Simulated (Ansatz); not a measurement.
**B2H7NSi: two geometries relaxed**

Aim: relax the geometries before and after the rotation by 180° about the B2–N3 bond, and see whether they are two minima and how far apart in energy. SMILES of the start: BB(N)[SiH3].

Program: Ansatz 0.2.0. Level of theory: RKS PBE0-D4/STO-3G. These are calculated values, not measurements.

## 1. The system as given

Bond lengths: B1–B2 1.595 Å, B2–N3 1.512 Å, B2–Si4 1.986 Å, B1–H5 1.220 Å, B1–H6 1.226 Å, N3–H7 1.019 Å, N3–H8 1.110 Å, Si4–H9 1.472 Å, Si4–H10 1.464 Å, Si4–H11 1.396 Å. Angles (14 of 15 angles, heavy atoms first): B1–B2–N3 119.5°, B1–B2–Si4 119.5°, N3–B2–Si4 121.0°, B2–B1–H5 122.5°, B2–B1–H6 122.7°, B2–N3–H7 108.5°, B2–N3–H8 104.4°, B2–Si4–H9 104.5°, B2–Si4–H10 107.1°, B2–Si4–H11 109.4°, H5–B1–H6 114.7°, H7–N3–H8 105.2°, H9–Si4–H10 109.4°, H9–Si4–H11 111.8°.

Coordinates:

```xyz
11

B    -0.9078    1.5586    0.0828
B    -0.2402    0.1275    0.3061
N    -0.4843   -0.6146    1.6012
Si    0.9521   -0.6230   -1.0934
H    -0.7913    2.1810   -0.9601
H    -1.6346    2.0875    0.9158
H    -0.8274   -1.5475    1.3790
H     0.5297   -0.7701    2.0247
H     0.0798   -0.7983   -2.2664
H     1.4000   -1.9335   -0.6201
H     1.9893    0.2753   -1.3490
```

## 2. End point A

Contents of input.yaml:

```yaml
crystal:
  periodic: [false, false, false]
  atoms:
    - { symbol: B, position_ang: [-0.9078, 1.5586, 0.0828] }
    - { symbol: B, position_ang: [-0.2402, 0.1275, 0.3061] }
    - { symbol: "N", position_ang: [-0.4843, -0.6146, 1.6012] }
    - { symbol: Si, position_ang: [0.9521, -0.623, -1.0934] }
    - { symbol: H, position_ang: [-0.7913, 2.181, -0.9601] }
    - { symbol: H, position_ang: [-1.6346, 2.0875, 0.9158] }
    - { symbol: H, position_ang: [-0.8274, -1.5475, 1.379] }
    - { symbol: H, position_ang: [0.5297, -0.7701, 2.0247] }
    - { symbol: H, position_ang: [0.0798, -0.7983, -2.2664] }
    - { symbol: H, position_ang: [1.4, -1.9335, -0.6201] }
    - { symbol: H, position_ang: [1.9893, 0.2753, -1.349] }
basis:
  gaussian: { orbitals: STO-3G }
hamiltonian:
  xc: pbe0
  dispersion: d4
relax:
  f_tol: 0.015
  max_steps: 40
output:
  orbitals: {}
```

On the command line:

```sh
$ ansatz run input.yaml --threads 1 --pin off --max-ram 2048MiB --backend cpu --events-out ev --progress --plain --runs-dir out
```

The log of the run, shortened:

```text
Warning: RAYON_NUM_THREADS=1 ignored (pool sized by the plan → 1); use --threads N
[...]
Functional definition: PBE0
[...]
434 factors; integrals over basis functions are off by at most 3.4e-5 eV
[...]
mean field -10696.50766559 eV, -393.0894063572 hartree, gradient 1.5e-5 eV, S^2 0.000000; 2 other end points of the search recorded, 0 dependent functions left out
[...]
reference -10696.50768318 eV, -393.0894070035 hartree; 19, 19 occupied and 12, 12 virtual orbitals, 434 factors
relax step   1: F+E_penalty+E_count = -10696.67784467 eV  Δ(F+E_penalty+E_count) = +0.000e0 eV  max|allowed force component| = 4.193e0 eV/Å  Δτ_max = 0.0000 Å  (41 SCF iters, accepted)
[...]
relax step   3: F+E_penalty+E_count = -10697.37834975 eV  Δ(F+E_penalty+E_count) = -1.860e-1 eV  max|allowed force component| = 2.397e0 eV/Å  Δτ_max = 0.1953 Å  (32 SCF iters, accepted)
[...]
relax step   5: F+E_penalty+E_count = -10698.11287743 eV  Δ(F+E_penalty+E_count) = -4.055e-1 eV  max|allowed force component| = 2.226e0 eV/Å  Δτ_max = 0.1947 Å  (25 SCF iters, accepted)
[...]
relax step   7: F+E_penalty+E_count = -10698.89804887 eV  Δ(F+E_penalty+E_count) = -3.541e-1 eV  max|allowed force component| = 2.667e0 eV/Å  Δτ_max = 0.1948 Å  (25 SCF iters, accepted)
[...]
relax step   9: F+E_penalty+E_count = -10699.39072878 eV  Δ(F+E_penalty+E_count) = -2.164e-1 eV  max|allowed force component| = 1.047e0 eV/Å  Δτ_max = 0.1951 Å  (25 SCF iters, accepted)
[...]
relax step  10: F+E_penalty+E_count = -10699.51130266 eV  Δ(F+E_penalty+E_count) = -1.206e-1 eV  max|allowed force component| = 5.355e-1 eV/Å  Δτ_max = 0.2000 Å  (25 SCF iters, accepted)
[...]
relax step  11: F+E_penalty+E_count = -10699.58112426 eV  Δ(F+E_penalty+E_count) = -6.982e-2 eV  max|allowed force component| = 3.494e-1 eV/Å  Δτ_max = 0.2000 Å  (25 SCF iters, accepted)
[...]
435 factors; integrals over basis functions are off by at most 4.1e-5 eV
mean field -10699.45822688 eV, -393.1978374844 hartree, gradient 1.9e-5 eV, S^2 0.000000; 0 other end points of the search recorded, 0 dependent functions left out
[...]
reference -10699.45824487 eV, -393.1978381456 hartree; 19, 19 occupied and 12, 12 virtual orbitals, 435 factors
```

## 3. The log goes on: end point A relaxed

Output, continued, shortened:

```text
relax step  12: F+E_penalty+E_count = -10699.62729703 eV  Δ(F+E_penalty+E_count) = -4.617e-2 eV  max|allowed force component| = 2.219e-1 eV/Å  Δτ_max = 0.2000 Å  (24 SCF iters, accepted)
[...]
relax step  14: F+E_penalty+E_count = -10699.65120732 eV  Δ(F+E_penalty+E_count) = +6.231e-3 eV  max|allowed force component| = 9.488e-1 eV/Å  Δτ_max = 0.2000 Å  (24 SCF iters, rejected (line search))
[...]
relax step  16: F+E_penalty+E_count = -10699.67241051 eV  Δ(F+E_penalty+E_count) = -3.772e-3 eV  max|allowed force component| = 6.458e-2 eV/Å  Δτ_max = 0.0888 Å  (24 SCF iters, accepted)
[...]
relax step  18: F+E_penalty+E_count = -10699.67282276 eV  Δ(F+E_penalty+E_count) = -4.123e-4 eV  max|allowed force component| = 2.741e-2 eV/Å  Δτ_max = 0.0075 Å  (19 SCF iters, accepted)
[...]
Atom 1 at    -0.266712     0.025187     0.329570 Å, force    -0.000233    -0.002956     0.012352 eV/Å
Atom 2 at    -0.510229    -0.857167     1.365135 Å, force    -0.001354     0.009159    -0.003143 eV/Å
Atom 3 at     1.092065    -0.467139    -1.018173 Å, force     0.008356    -0.006537    -0.014579 eV/Å
Atom 4 at    -1.903691     1.585410    -0.648983 Å, force     0.002522    -0.000673     0.004096 eV/Å
Atom 5 at    -0.508637     2.471802     0.460263 Å, force    -0.003050    -0.002759     0.001872 eV/Å
Atom 6 at    -1.203732    -0.696036     2.120517 Å, force     0.001422    -0.003015    -0.001348 eV/Å
Atom 7 at    -0.024354    -1.765699     1.494314 Å, force     0.001247     0.003232    -0.004351 eV/Å
Atom 8 at     0.484572    -0.766788    -2.294790 Å, force     0.001791     0.004562     0.009951 eV/Å
Atom 9 at     1.826580    -1.642911    -0.605185 Å, force    -0.003444     0.003577     0.000121 eV/Å
Atom 10 at     2.052274     0.588254    -1.242292 Å, force    -0.003538    -0.006997     0.002753 eV/Å
Dipole moment:    -0.080733    -0.333677     0.376599 e Å
```

Run time: 45 s. Hardware: 1 thread of Intel Xeon at 2.70GHz, shared host; peak memory 0.13 GiB.

The steps of the relaxation:

```tsv
step	energy from step 1 (eV)	largest force component (eV/Å)
1	0.0000	4.1928
2	-0.5145	1.6513
3	-0.7005	2.3968
4	-1.0295	2.0940
5	-1.4350	2.2256
6	-1.8661	2.7591
7	-2.2202	2.6671
8	-2.4965	1.9484
9	-2.7129	1.0474
10	-2.8335	0.5355
11	-2.9033	0.3494
12	-2.9495	0.2219
13	-2.9796	0.2131
14x	-2.9734	0.9488
15	-2.9908	0.1045
16	-2.9946	0.0646
17x	-2.9944	0.0737
18	-2.9950	0.0274
19	-2.9955	0.0197
20	-2.9956	0.0146
```

Step 1 is the start. 2 steps were tried and not accepted (14, 17; marked x where the table lists them).

After: Bond lengths: B1–B2 1.629 Å, B2–N3 1.382 Å, B2–Si4 1.976 Å, B1–H5 1.176 Å, B1–H6 1.176 Å, N3–H7 1.038 Å, N3–H8 1.038 Å, Si4–H9 1.445 Å, Si4–H10 1.447 Å, Si4–H11 1.444 Å. Angles (14 of 15 angles, heavy atoms first): B1–B2–N3 127.8°, B1–B2–Si4 114.0°, N3–B2–Si4 118.2°, B2–B1–H5 122.1°, B2–B1–H6 121.9°, B2–N3–H7 124.3°, B2–N3–H8 124.7°, B2–Si4–H9 111.4°, B2–Si4–H10 110.9°, B2–Si4–H11 112.4°, H5–B1–H6 115.6°, H7–N3–H8 111.0°, H9–Si4–H10 107.3°, H9–Si4–H11 107.1°.

## 4. End point B

The second end starts from a geometry with the move made by hand.

Changes to input.yaml since step 2:

```diff
@@ -9,4 +9,4 @@
     - { symbol: H, position_ang: [-1.6346, 2.0875, 0.9158] }
-    - { symbol: H, position_ang: [-0.8274, -1.5475, 1.379] }
-    - { symbol: H, position_ang: [0.5297, -0.7701, 2.0247] }
+    - { symbol: H, position_ang: [-0.24541, 0.0015, 2.37628] }
+    - { symbol: H, position_ang: [-1.58716, -0.72923, 1.64913] }
     - { symbol: H, position_ang: [0.0798, -0.7983, -2.2664] }
```

On the command line:

```sh
$ ansatz run input.yaml --threads 1 --pin off --max-ram 2048MiB --backend cpu --events-out ev --progress --plain --runs-dir out
```

The log of the run, shortened:

```text
Warning: RAYON_NUM_THREADS=1 ignored (pool sized by the plan → 1); use --threads N
[...]
[... 1 set-up line as earlier in the session ...]
[...]
433 factors; integrals over basis functions are off by at most 3.1e-5 eV
[...]
mean field -10696.51921103 eV, -393.0898306441 hartree, gradient 2.1e-5 eV, S^2 0.000000; 2 other end points of the search recorded, 0 dependent functions left out
[...]
reference -10696.51922869 eV, -393.0898312931 hartree; 19, 19 occupied and 12, 12 virtual orbitals, 433 factors
relax step   1: F+E_penalty+E_count = -10696.68820032 eV  Δ(F+E_penalty+E_count) = +0.000e0 eV  max|allowed force component| = 4.295e0 eV/Å  Δτ_max = 0.0000 Å  (40 SCF iters, accepted)
[...]
relax step   7: F+E_penalty+E_count = -10698.83229165 eV  Δ(F+E_penalty+E_count) = -4.524e-1 eV  max|allowed force component| = 2.423e0 eV/Å  Δτ_max = 0.1949 Å  (25 SCF iters, accepted)
[...]
relax step  13: F+E_penalty+E_count = -10699.63290130 eV  Δ(F+E_penalty+E_count) = -2.548e-2 eV  max|allowed force component| = 5.114e-1 eV/Å  Δτ_max = 0.1950 Å  (24 SCF iters, accepted)
[...]
relax step  19: F+E_penalty+E_count = -10699.67252392 eV  Δ(F+E_penalty+E_count) = -2.688e-4 eV  max|allowed force component| = 3.485e-2 eV/Å  Δτ_max = 0.0460 Å  (25 SCF iters, accepted)
[...]
relax step  23: F+E_penalty+E_count = -10699.67335487 eV  Δ(F+E_penalty+E_count) = -2.522e-4 eV  max|allowed force component| = 3.143e-2 eV/Å  Δτ_max = 0.0413 Å  (25 SCF iters, accepted)
relax step  24: F+E_penalty+E_count = -10699.67349934 eV  Δ(F+E_penalty+E_count) = -1.445e-4 eV  max|allowed force component| = 4.135e-2 eV/Å  Δτ_max = 0.0382 Å  (25 SCF iters, accepted)
[...]
```

## 5. The output, continued: end point B relaxed

The log, continued, shortened:

```text
mean field -10699.50357045 eV, -393.1995038300 hartree, gradient 8.3e-6 eV, S^2 0.000000; 0 other end points of the search recorded, 0 dependent functions left out
[...]
reference -10699.50358836 eV, -393.1995044884 hartree; 19, 19 occupied and 12, 12 virtual orbitals, 434 factors
relax step  25: F+E_penalty+E_count = -10699.67358867 eV  Δ(F+E_penalty+E_count) = -8.933e-5 eV  max|allowed force component| = 4.853e-2 eV/Å  Δτ_max = 0.0275 Å  (25 SCF iters, accepted)
[...]
relax step  30: F+E_penalty+E_count = -10699.67399854 eV  Δ(F+E_penalty+E_count) = -4.719e-5 eV  max|allowed force component| = 8.359e-3 eV/Å  Δτ_max = 0.0186 Å  (25 SCF iters, accepted)
[...]
relax step  31: F+E_penalty+E_count = -10699.67401339 eV  Δ(F+E_penalty+E_count) = -1.486e-5 eV  max|allowed force component| = 8.210e-3 eV/Å  Δτ_max = 0.0184 Å  (25 SCF iters, accepted)
[...]
Atom 1 at    -0.391188     0.238149     0.382723 Å, force     0.004221    -0.007125    -0.002786 eV/Å
Atom 2 at    -0.790136    -0.537068     1.455016 Å, force     0.000617     0.005412    -0.001984 eV/Å
Atom 3 at     0.830449    -0.570380    -0.944125 Å, force     0.002637    -0.001375    -0.003804 eV/Å
Atom 4 at    -1.715259     2.044707    -0.642720 Å, force     0.001765    -0.000386     0.001723 eV/Å
Atom 5 at    -0.149718     2.689434     0.403952 Å, force    -0.002282    -0.001673     0.000819 eV/Å
Atom 6 at    -1.427764    -0.213631     2.207466 Å, force    -0.000900    -0.000320     0.001697 eV/Å
Atom 7 at    -0.492364    -1.518622     1.615975 Å, force    -0.000181    -0.002060     0.000932 eV/Å
Atom 8 at     0.239532    -0.617597    -2.261696 Å, force     0.003750     0.000398     0.008210 eV/Å
Atom 9 at     1.167043    -1.927305    -0.571937 Å, force    -0.001828     0.007917    -0.002680 eV/Å
Atom 10 at     2.067886     0.166266    -1.059193 Å, force    -0.007127    -0.004799     0.000589 eV/Å
Dipole moment:    -0.139489    -0.294438     0.389672 e Å
```

Run time: 73 s. Hardware: 1 thread of Intel Xeon at 2.70GHz, shared host; peak memory 0.13 GiB.

Step by step, one in 2:

```tsv
step	energy from step 1 (eV)	largest force component (eV/Å)
1	0.0000	4.2954
3	-0.7433	1.7416
5	-1.3052	2.7555
7	-2.1441	2.4230
9	-2.6697	0.9397
11	-2.8627	0.4637
13	-2.9447	0.5114
15	-2.9828	0.0821
17	-2.9836	0.0336
19	-2.9843	0.0348
21	-2.9847	0.0423
23	-2.9852	0.0314
25	-2.9854	0.0485
27	-2.9857	0.0150
29x	-2.9857	0.0229
31	-2.9858	0.0082
```

Step 1 is the start. 2 steps were tried and not accepted (16, 29; marked x where the table lists them).

After: Bond lengths: B1–B2 1.629 Å, B2–N3 1.382 Å, B2–Si4 1.977 Å, B1–H5 1.176 Å, B1–H6 1.176 Å, N3–H7 1.038 Å, N3–H8 1.038 Å, Si4–H9 1.445 Å, Si4–H10 1.447 Å, Si4–H11 1.445 Å. Angles (14 of 15 angles, heavy atoms first): B1–B2–N3 127.7°, B1–B2–Si4 114.3°, N3–B2–Si4 118.0°, B2–B1–H5 122.0°, B2–B1–H6 122.0°, B2–N3–H7 124.4°, B2–N3–H8 124.6°, B2–Si4–H9 111.9°, B2–Si4–H10 110.8°, B2–Si4–H11 112.0°, H5–B1–H6 115.6°, H7–N3–H8 111.0°, H9–Si4–H10 107.4°, H9–Si4–H11 107.1°.

## 6. Summary of results

| quantity | value |
| --- | --- |
| end A | 17 moves, 2.996 eV lower |
| end B | 28 moves, 2.986 eV lower |
| largest difference between the ends | 0.17 Å |
| end B relative to end A | -0.001 eV |

In words: Both starts fell into the same minimum (no atom differs by more than 0.17 Å), so from this start no second minimum was found and no band was run; another arrangement could still be one. The basis is very small, so the numbers are rough.
